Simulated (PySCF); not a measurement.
# HfN12 (Hf(N2)64+): the cost of one run

The runs use PySCF 2.14.0; BP86, Hf def2-SVP with ECP60, N def2-SVP; scalar-relativistic core potentials, no spin–orbit coupling.

3 further runs of the same task are left out: 2 for a known fault of the program, 1 that didn't finish. Runs told in other sessions of the task aren't counted.

## (1) Where the work starts

13 atoms, charge 4, spin multiplicity 1.

Bond lengths: Hf1–N2 2.315 Å, Hf1–N4 2.315 Å, Hf1–N6 2.315 Å, Hf1–N8 2.315 Å, Hf1–N10 2.315 Å, Hf1–N12 2.315 Å, N2–N3 1.124 Å, N4–N5 1.124 Å, N6–N7 1.124 Å, N8–N9 1.124 Å, N10–N11 1.124 Å, N12–N13 1.124 Å. Angles: N2–Hf1–N4 180.0°, N2–Hf1–N6 90.0°, N2–Hf1–N8 90.0°, N2–Hf1–N10 90.0°, N2–Hf1–N12 90.0°, N4–Hf1–N6 90.0°, N4–Hf1–N8 90.0°, N4–Hf1–N10 90.0°, N4–Hf1–N12 90.0°, N6–Hf1–N8 90.0°, N6–Hf1–N10 180.0°, N6–Hf1–N12 90.0°, N8–Hf1–N10 90.0°, N8–Hf1–N12 180.0°, N10–Hf1–N12 90.0°, Hf1–N2–N3 180.0°, Hf1–N4–N5 180.0°, Hf1–N6–N7 180.0° and more.

As a file:

```xyz
13
HfN12
Hf    0.0000    0.0000    0.0000
N     0.0000    0.0000    2.3146
N     0.0000    0.0000    3.4390
N     0.0000    0.0000   -2.3146
N     0.0000    0.0000   -3.4390
N     2.3146    0.0000    0.0000
N     3.4390    0.0000    0.0000
N     0.0000    2.3146    0.0000
N     0.0000    3.4390    0.0000
N    -2.3146    0.0000    0.0000
N    -3.4390    0.0000    0.0000
N     0.0000   -2.3146    0.0000
N     0.0000   -3.4390    0.0000
```

Formal oxidation states: Hf +4. An earlier session relaxed this geometry at BP86, Hf def2-SVP with ECP60, N def2-SVP (singlet, point group Oh).

Its energy there is -702.698410 Eh.

## (2) Atoms moved at random, σ = 0.15 Å

File run.py (the lines that set the calculation):

```python
mol = gto.M(atom='''
Hf    -0.02163    -0.02053    -0.14692
N     -0.21394     0.05380     2.25147
N      0.02530    -0.06560     3.53926
N     -0.13133    -0.14050    -2.30777
N      0.06052     0.27773    -3.17171
N      2.19949    -0.15733    -0.09694
N      3.55586    -0.24013     0.08559
N      0.27555     2.28822     0.06594
N     -0.02278     3.54216    -0.01714
N     -2.00133     0.16218    -0.03646
N     -3.33882    -0.13685     0.10149
N      0.03142    -2.11834    -0.13243
N     -0.41831    -3.44480    -0.13437''',
    basis={'Hf': 'def2-SVP', 'N': 'def2-SVP'},
    ecp={'Hf': 'def2-SVP'},
    charge=4, spin=0)
mf = dft.RKS(mol, xc='B88,P86')
mf.grids.atom_grid = (50, 194)
mf = mf.density_fit()  # fitting sets: Hf def2-universal-JKFIT, N def2-universal-JKFIT
mf.conv_tol = 1e-08; mf.max_cycle = 55
mf.kernel(dm0)  # dm0: the density of the relaxed state
```

The run is started by

```bash
> OMP_NUM_THREADS=4 python run.py
```

**Question.** How long does this run take on 4 threads of Arm Neoverse V1, shared host?

About 19 s.
